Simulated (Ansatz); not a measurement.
This was printed by a script on Ansatz 0.2.0 through its Python package, for a geometry optimisation of C2H2ClFSi, SMILES C#C[SiH](F)Cl. What did the script look like? Level of theory: B3LYP, def2-SVP basis, multiplicity 1.

| atom | x (Å) | y (Å) | z (Å) |
| --- | --- | --- | --- |
| C | 0.0338 | -2.0465 | -0.3430 |
| C | 0.0074 | -0.8293 | -0.1066 |
| Si | 0.0145 | 1.0036 | 0.2648 |
| F | -0.9779 | 1.3363 | 1.3957 |
| Cl | -0.3861 | 2.0551 | -1.4361 |
| H | -0.0422 | -3.0283 | -0.5784 |
| H | 1.4116 | 1.4411 | 0.7579 |

`python c2h2clfsi.py` gives:
```text
converged              True
free_energy_ev         -25215.636803450725
reference_energy_ev    -25215.636803450725
n_frozen               0
n_occupied             [27, 27]
n_virtual              [61, 61]
bond        before    after (A)
C0-C1        1.2402   1.2169
C0-H5        1.0125   1.0757
C1-Si2       1.8702   1.8197
Si2-F3       1.5409   1.6185
Si2-Cl4      2.0394   2.0587
Si2-H6       1.5448   1.4747
```

The script that was run (others could print the same):

The script, `c2h2clfsi.py`:
```python
import ansatz as az
from ase import Atoms
import numpy as np

SETTINGS = {
    "basis": "def2-SVP",
    "functional": "B3LYP",
}


def main() -> None:
    atoms = Atoms(["C", "C", "Si", "F", "Cl", "H", "H"], positions=[
        (0.0338, -2.0465, -0.343),
        (0.0074, -0.8293, -0.1066),
        (0.0145, 1.0036, 0.2648),
        (-0.9779, 1.3363, 1.3957),
        (-0.3861, 2.0551, -1.4361),
        (-0.0422, -3.0283, -0.5784),
        (1.4116, 1.4411, 0.7579),
    ])
    mol = az.Crystal.molecule_from_ase(atoms)

    base = mol.calculation()
    base = base.basis(gaussian=SETTINGS["basis"])
    base = base.functional(SETTINGS["functional"])
    symbols = [site.symbol for site in mol.cartesian_sites]
    start = np.array([site.position_ang for site in mol.cartesian_sites], dtype=float)
    report = base.relax(force_tolerance=0.005).run().report
    end = np.array(report["positions_ang"])

    for key in ("converged", "free_energy_ev", "reference_energy_ev", "n_frozen", "n_occupied", "n_virtual"):
        print(f"{key:22s} {report[key]}")

    print("bond        before    after (A)")
    for i, j in [(0, 1), (0, 5), (1, 2), (2, 3), (2, 4), (2, 6)]:
        d0, d1 = (np.linalg.norm(xyz[i] - xyz[j]) for xyz in (start, end))
        print(f"{symbols[i]}{i}-{symbols[j]}{j}".ljust(10), f"{d0:8.4f} {d1:8.4f}")
    with open("c2h2clfsi_opt.xyz", "w") as handle:
        handle.write(f"{len(symbols)}\nrelaxed C2H2ClFSi\n")
        handle.writelines(f"{s:2s} {x:11.6f} {y:11.6f} {z:11.6f}\n" for s, (x, y, z) in zip(symbols, end))


if __name__ == "__main__":
    main()
```

Notes:
- Total energies depend on the basis set; only differences at equal settings carry meaning.
- The end point is the stationary point reached from this start; no frequency run checks that it is a minimum, and the basis set is modest.
- b3lyp holds the VWN-RPA fit, as in Gaussian; the form of ORCA and Turbomole is b3lyp5.
- Run time: 48 s on 1 thread of AMD EPYC 7R43 64-Core Processor (Zen 3) (shared host), peak memory 0.25 GiB.

(Lines on the test bed's own set-up are left out of the output.)
